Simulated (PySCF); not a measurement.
# BPb+: bond curves at several levels of theory

One table from this session's results is given with a row withheld; the runs are named, their logs left out.

Method: B def2-SVP, Pb def2-SVP with ECP60, scalar-relativistic core potentials; program: PySCF 2.14.0.

Set-up of the first run:

A driver script around PySCF takes these settings:

```json
{"atoms": "B, Pb", "charge": "1", "basis": "B def2-SVP, Pb def2-SVP with ECP60", "Hamiltonian": "scalar-relativistic core potentials", "basis functions": "40", "electrons treated": "26", "masses in u": "11.0093, 207.9766", "levels": "PBE0, PBE, r²SCAN, B2PLYP, BHandHLYP, MN15, CAM-B3LYP, HF, MP2, SCS-MP2, CCSD, CCSD(T)", "grid": "80 radial by 434 angular points", "occupations": "held fixed by the projection of orbital angular momentum", "dissociation limit": "B + Pb+, each in its ground configuration", "starting distance in angstrom": "2.310", "values of 2S to try": "0, 2"}
```

Launch:

```bash
OMP_NUM_THREADS=1 python dia.py task.json out
```

Steps of the session up to this table: Set-up; The PBE0 curve of the state that the search chose; Other states along the same grid; PBE; r²SCAN (meta-GGA); B2PLYP (double hybrid); BHandHLYP (global hybrid GGA); MN15 (hybrid meta-GGA); CAM-B3LYP; UHF (mean field); Correlated methods on the Hartree–Fock reference.

One of the session's tables, all rows but one given; the rest of the session is left out.

It belongs to the step «Constants by level of theory». Differences from CCSD(T) in the same basis:

```
    level  Re (mÅ)  ωe (%)
 UHF-CCSD       +9    -2.7
      PBE       -2    +2.9
   r²SCAN        ?       ?
     PBE0      -41    +9.3
     MN15      -36    +2.5
BHandHLYP      -36    +3.6
CAM-B3LYP      -50    +8.2
   B2PLYP      -30    +9.4
```

**Question.** Estimate the row for r²SCAN.

As computed: Re (mÅ): -33; ωe (%): +9.3. In the column «Re (mÅ)» it lies between BHandHLYP (-36) and B2PLYP (-30).

CCSD(T) in a basis this small is itself some way from its limit, more so than the functionals.
